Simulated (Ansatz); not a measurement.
# Al2O3: a line through an energy map

One table from this session's results is given with a row withheld; the runs are named, their logs left out.

Method: DFT LDA+D3(BJ), scalar-relativistic, plane waves, PAW, in Ansatz 0.2.0.

16 further runs of the same task are left out: 16 set aside as unsound or not needed.

## Starting point

Symmetry: P-6m2, No. 187, hexagonal system. The conventional cell has a = 2.822 Å, b = 2.822 Å, c = 6.940 Å, α = 90.00°, β = 90.00°, γ = 120.00°. Al (site symmetry 3m) is surrounded by 6 O at 1.76 to 2.12 Å. Around O (site symmetry 3m) lie 3 Al at 1.76 Å. Around O (site symmetry -6m2) lie 6 Al at 2.12 Å.

Structure file:

```cif
data_structure
_symmetry_space_group_name_H-M 'P-6m2'
_symmetry_Int_Tables_number 187
_cell_length_a 2.8217
_cell_length_b 2.8217
_cell_length_c 6.9395
_cell_angle_alpha 90.000
_cell_angle_beta 90.000
_cell_angle_gamma 120.000
_cell_volume 47.85
loop_
_atom_site_label
_atom_site_type_symbol
_atom_site_symmetry_multiplicity
_atom_site_Wyckoff_symbol
_atom_site_fract_x
_atom_site_fract_y
_atom_site_fract_z
_atom_site_occupancy
Al1 Al 2 g 0.00000 0.00000 0.19655 1
O1 O 2 h 0.33333 0.66667 0.29317 1
O2 O 1 e 0.66667 0.33333 0.00000 1
```

It goes back to an entry of the Materials Project, which need not be the stable form.

It is the result of an earlier relaxation at this level (volume 9.57 Å³/atom; gap on the mesh: 4.79 eV).

## Plan of the line

Atoms count from 1 in the order of the input.

The energy is mapped over a free internal coordinate and the cell.

- shift of O3 along [0 0 1], its symmetry partners moved as symmetry demands (measured in the relaxed cell): 7 values from −0.15 to 0.15 Å
- volume per atom at fixed shape: 7 values from 8.805 to 10.336 Å³

Nothing else is relaxed (all other coordinates fixed). Energies count from the relaxed crystal. Points are written as (first, second).

Set-up of the first run:

The input, input.yaml:

```yaml
crystal:
  lattice:
    - [2.7706674819, 0.0, 0.0]
    - [-1.385333741, 2.3994684248, 0.0]
    - [0.0, 0.0, 6.8139470605]
  atoms:
    - { symbol: Al, position: [0.0, 0.0, 0.1965477898] }
    - { symbol: Al, position: [0.0, 0.0, 0.8034522102] }
    - { symbol: O, position: [0.3333333333, 0.6666666667, 0.3003706389] }
    - { symbol: O, position: [0.6666666667, 0.3333333333, 0.0] }
    - { symbol: O, position: [0.3333333333, 0.6666666667, 0.6996293611] }
basis:
  ecutwfc: 520.0
kpoints:
  mp_grid: { grid: [9, 9, 4] }
hamiltonian:
  xc: lda
  pseudopotentials: { kind: paw, azcp: { folder: soft_1 } }
  dispersion: d3bj
scf:
  occupations: { method: gaussian, width: 0.05 }
output:
  forces: true
  stress: true
  eigenvalues: true
```

Command:

```
> ansatz run input.yaml --threads 1 --pin off --max-ram 2048MiB --backend cpu --events-out ev --progress --plain --runs-dir out
```

Among the steps run: The run at (0.05 Å, 9.060 Å³); The run at (0.05 Å, 9.315 Å³); Point (0.05 Å, 9.570 Å³); Grid point (0.05 Å, 9.825 Å³); Point (0.05 Å, 10.081 Å³); The run at (0.05 Å, 10.336 Å³).

One table of the session follows, with a row left open; its other results are not shown here.

```
volume per atom at fixed shape (Å³)  energy (meV/atom)  slope (meV/atom per Å³)  pressure (GPa)  band gap on the k-mesh (eV)  largest force on an atom (eV/Å)
                              8.805                 34                      −99            15.8                         5.26                             0.55
                              9.060                 15                      −52             8.3                         5.00                             0.67
                              9.315                  8                      −10             1.7                         4.74                             0.77
                              9.570                 10                       25            −4.1                         4.50                             0.97
                              9.825                  ?                        ?               ?                            ?                                ?
                             10.081                 38                       84           −13.5                         4.05                             1.51
                             10.336                 63                      108           −17.3                         3.84                             1.74
```

Estimate the missing values for volume per atom at fixed shape (Å³) = 9.825.

Worked estimate for «energy (meV/atom)». A straight line through the neighbours (9.570, 10) and (10.081, 38) gives 10 + (38 − 10) × (9.825 − 9.570) / (10.081 − 9.570) = 24; a parabola fitted to 4 rows on both sides gives 20.

As computed: energy (meV/atom): 20; slope (meV/atom per Å³): 57; pressure (GPa): −9.1; band gap on the k-mesh (eV): 4.27; largest force on an atom (eV/Å): 1.25. In «energy (meV/atom)» the line misses by +4 and the parabola by +0.

Energies count from the relaxed crystal. Rows without a step come from runs not printed here or follow by symmetry. Slopes come from the forces (and the stress, where the cell changes), not from differences of energies.

In words: The lowest point of the line is at 9.315 Å³, 8 meV/atom from the zero. V·d²E/dV² there is about 220 GPa, a bulk modulus under this line's constraint. The highest point computed, at 10.336 Å³, lies 55 meV/atom above the lowest. With the other coordinates free, the energies away from the reference would be the same or lower.

Caveats from the session: Warnings in the runs' records: pseudo functional mismatch, dispersion damping borrowed.
